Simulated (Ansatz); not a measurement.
# 3 structures of Pt: ranking of polymorphs by energy from a Python script

Which structure of Pt is lowest? Wanted for 3 structures of Pt: a ranking of polymorphs by energy.

Computed with Ansatz 0.2.0 through its Python package. Level of theory: DFT PBEsol, plane waves, PAW.

**1. The system**

Pt Im-3m: The structure is cubic, space group Im-3m (No. 229). The conventional cell has a = 3.168 Å, b = 3.168 Å, c = 3.168 Å, α = 90.00°, β = 90.00°, γ = 90.00°. Around Pt (site symmetry m-3m) lie 8 Pt at 2.74 Å.

Pt P6_3/mmc: It takes space group P6_3/mmc (No. 194, hexagonal). Conventional cell: a = 2.761 Å, b = 2.761 Å, c = 4.792 Å, α = 90.00°, β = 90.00°, γ = 120.00°. Pt (site symmetry -6m2) has 12 Pt at 2.76 to 2.88 Å as nearest neighbours.

Pt Fm-3m: Symmetry: Fm-3m, No. 225, cubic system. Conventional cell: a = 3.922 Å, b = 3.922 Å, c = 3.922 Å, α = 90.00°, β = 90.00°, γ = 90.00°. Pt (site symmetry m-3m) has 12 Pt at 2.77 Å as nearest neighbours.

No structure file is read: the coordinates are typed or built in the script.

**2. The script**

pt.py

```python
import warnings

import ansatz as az
import numpy as np
import spglib

params = {
    'xc': 'pbesol',
    'max_scf': 60,
    'cutoff_ev': 520,
    'kspacing': 0.26,
    'occupations': 'cold',
    'smearing_width': 0.1,
}

PHASES = {
    'Im-3m': (
        [(-1.58422, 1.58422, 1.58422), (1.58422, -1.58422, 1.58422), (1.58422, 1.58422, -1.58422)],
        [
            ('Pt', (0.0, 0.0, 0.0)),
        ],
    ),
    'P6_3/mmc': (
        [(2.76067, 0.0, 0.0), (-1.38033, 2.39081, 0.0), (0.0, 0.0, 4.79213)],
        [
            ('Pt', (2 / 3, 1 / 3, 0.75)),
            ('Pt', (1 / 3, 2 / 3, 0.25)),
        ],
    ),
    'Fm-3m': (
        [(0.0, 1.9609, 1.9609), (1.9609, 0.0, 1.9609), (1.9609, 1.9609, 0.0)],
        [
            ('Pt', (0.0, 0.0, 0.0)),
        ],
    ),
}


def build(vectors, sites):
    crystal = az.Crystal(lattice=az.Lattice.of(vectors))
    for symbol, position in sites:
        crystal = crystal.atom(symbol, position)
    return crystal


def ground_state(name, crystal):
    calc = (
        crystal.calculation()
        .functional(params['xc'])
        .scf(max_iterations=params['max_scf'], self_checks='high')
        .basis(params['cutoff_ev'])
        .kpoints(spacing=params['kspacing'])
        .occupations(params['occupations'], width=params['smearing_width'])
        .stress()
        .band_table()
    )
    calc = calc.relax(force_tolerance=0.02, fix_cell=['shape'])
    return calc.run(threads=1, backend='cpu')


def space_group(outcome):
    sites = outcome.report['lattice']['sites']
    kinds = sorted({site['symbol'] for site in sites})
    cell = (outcome.lattice.cell_ang, [site['position_frac'] for site in sites], [kinds.index(site['symbol']) for site in sites])
    return spglib.get_spacegroup(cell, symprec=0.01)


def volume_per_atom(outcome):
    return abs(np.linalg.det(outcome.lattice.cell_ang)) / len(outcome.lattice.sites)

warnings.simplefilter('ignore', az.DeckWarning)

phases = {name: build(*cell) for name, cell in PHASES.items()}

done = {}
for name, crystal in phases.items():
    try:
        done[name] = ground_state(name, crystal)
    except az.NonConvergedError as error:
        print(name, 'did not converge:', str(error)[:120])

energy = {name: o.report['energy_sigma0_ev'] / len(o.lattice.sites) for name, o in done.items()}
lowest = min(energy.values())
rows = [(name, len(o.lattice.sites), 1000 * (energy[name] - lowest), space_group(o), volume_per_atom(o)) for name, o in done.items()]
rows.sort(key=lambda row: row[2])
print('     phase       atoms  dE (meV/atom)  space group  V (A^3/atom)')
for row in rows:
    print(f'{str(row[0]):>10}  {row[1]:10d}  {row[2]:13.1f}  {str(row[3]):>11}  {row[4]:12.3f}')
print('order:', ' < '.join(row[0] for row in rows))
```

**3. The run**

Started as:

```sh
> python pt.py
```

The log of the run:

```text
     phase       atoms  dE (meV/atom)  space group  V (A^3/atom)
     Fm-3m           1            0.0  Fm-3m (225)        15.017
  P6_3/mmc           2           77.4  P6_3/mmc (194)        15.149
     Im-3m           1          145.6  Im-3m (229)        15.211
order: Fm-3m < P6_3/mmc < Im-3m
```

Run time: 21 s. Hardware: 1 thread of Arm Neoverse V2, shared host; peak memory 0.44 GiB.

**4. The runs side by side**

From the records of these 3 runs:

| run | system | space group at the end | energy from run 3 (meV/atom) | final volume (Å³/atom) | pressure (GPa) | SCF cycles in all | CPU time (s) |
| --- | --- | --- | --- | --- | --- | --- | --- |
| 1 | Pt (1 atom) | Im-3m | 145.59 | 15.21 | 0.02 | 25 | 4.5 |
| 2 | Pt (2 atoms) | P6_3/mmc | 77.35 | 15.15 | 0.00 | 27 | 12 |
| 3 | Pt (1 atom) | Fm-3m | 0.00 | 15.02 | -0.02 | 19 | 3.5 |

Energies are extrapolated to zero smearing width, as in the script. 

**5. How the relaxation of run 1 went**

Step by step:

```
step  E - E(step 1) (eV/cell)  largest force component (eV/Å)  pressure (GPa)  volume (Å³)
   1                   0.0000                          0.0000          -10.93        15.90
   2                   0.0908                          0.0000           31.32        13.91
   3                  -0.0240                          0.0000           -2.22        15.34
   4                  -0.0249                          0.0000            0.03        15.21
   5                  -0.0248                          0.0000            0.02        15.21
```

Step 1 is the start. Step 5 repeats the geometry before it on a plane-wave basis chosen anew for that cell, so its energy need not be comparable with the rows above. Step 2 was tried and not accepted.

Lengths and angles in the start's conventional setting:

|  | before | after | change |
| --- | --- | --- | --- |
| a (Å) | 3.168 | 3.122 | -1.5 % |
| b (Å) | 3.168 | 3.122 | -1.5 % |
| c (Å) | 3.168 | 3.122 | -1.5 % |
| volume (Å³/atom) | 15.90 | 15.21 | -4.4 % |
| shortest distance (Å) | 2.744 | 2.703 | -1.5 % |
| space group (0.01 Å) | Im-3m | Im-3m | same |

Forces and stress were held to the start's 48 operations: a distortion of lower symmetry was not tested.

**6. How the relaxation of run 3 went**

The steps of the relaxation:

```csv
step,E - E(step 1) (eV/cell),largest force component (eV/Å),pressure (GPa),volume (Å³)
1,0.0000,0.0000,-1.23,15.08
2,0.0006,0.0000,2.30,14.90
3,-0.0003,0.0000,-0.02,15.02
4,-0.0002,0.0000,-0.02,15.02
```

Step 1 is the start. Step 4 repeats the geometry before it on a plane-wave basis chosen anew for that cell, so its energy need not be comparable with the rows above. Step 2 was tried and not accepted.

Lengths and angles in the start's conventional setting:

|  | before | after | change |
| --- | --- | --- | --- |
| a (Å) | 3.922 | 3.916 | -0.1 % |
| b (Å) | 3.922 | 3.916 | -0.1 % |
| c (Å) | 3.922 | 3.916 | -0.1 % |
| volume (Å³/atom) | 15.08 | 15.02 | -0.4 % |
| shortest distance (Å) | 2.773 | 2.769 | -0.1 % |
| space group (0.01 Å) | Fm-3m | Fm-3m | same |

Forces and stress were held to the start's 48 operations: a distortion of lower symmetry was not tested.

**7. Outcome**

```
        quantity          value
   runs compared              3
          lowest  run 3 (Fm-3m)
next above it by  77.4 meV/atom
```

By space group at the end of each run: Fm-3m (+0 meV an atom, 15.0 Å³), P6_3/mmc (+77 meV an atom, 15.1 Å³) and Im-3m (+146 meV an atom, 15.2 Å³). In run 1, the volume shrank by 4.4 % over 2 moves, and the space group stayed Im-3m. In run 3, over 1 move the cell shrank by 0.4 % in volume, and the space group stayed Fm-3m. Reading the output:
- For the metals among these cells the mesh is coarse, so their volumes and pressures are rough.
- Atoms and volume are relaxed with the cell's shape held, which in cells of lower than cubic symmetry can hide stresses and shift volumes.
- Spin-orbit coupling, which matters for elements this heavy, is left out.
- The ranking holds among these structures alone, at zero temperature; the ground state may be another structure. Differences under about 40 meV an atom lie within the error of mesh and functional. Whether this is the phase that is stable at ambient conditions was not tested.
